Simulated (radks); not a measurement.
# Pd⁴¹⁺ in [He] 2s2 2p1: an all-electron calculation

Wanted: eigenvalues, radial structure and energy terms of the palladium ion Pd41+.

Method: scalar-relativistic Kohn-Sham, AM05, spin-polarised, spherical densities, finite nucleus; open shells are filled with parallel spins first. Code: radks (a radial shooting solver on a logarithmic mesh, Libxc functionals) version 1.

## (1) Starting point

```
element            : palladium (Z = 46)
charge             : +41
electrons          : 5
configuration      : [He] 2s2 2p1
nuclear rms radius : 4.5318 fm
```

Outer shells as boxes (Hund's rule):

Pd⁴¹⁺
```
[He] core
2s [↑↓]
2p [↑ ][  ][  ]
```

## (2) The run

Settings of this run:

```text
Z 46
configuration [He] 2s2 2p1
relativity scalar-relativistic
functional am05,am05
spin polarised
nucleus finite rms 4.5318 fm
c 137.035999084
```

The run is started by

```
$ python run_ks.py task.json out
```

This one command runs every case of the session in turn.

**Question.** What will this run give?

The runs gave:

| quantity | value |
| --- | --- |
| total energy | -2883.05833 hartree |
| exchange-correlation share of it | 1.43 % |
| −T/E | 1.0545 |
| highest occupied level | 2p up, -6254.1 eV |
| most extended occupied level | 2s down, <r> = 0.131 bohr |
| radius at density 0.001 e/bohr³ | 0.457 bohr |
| maxima of the radial density | 2 |
| ionisation energy, NIST | 6469 (semi-emp.) eV |

2 principal shells are occupied and 2 maxima appear in the radial density. Relativity lifts −T/E to 1.055. The top level binds by 6254.1 eV, 97 % of the NIST ionisation energy of 6469 eV. Open shells are spherical and high-spin; term and fine-structure splittings are not resolved.
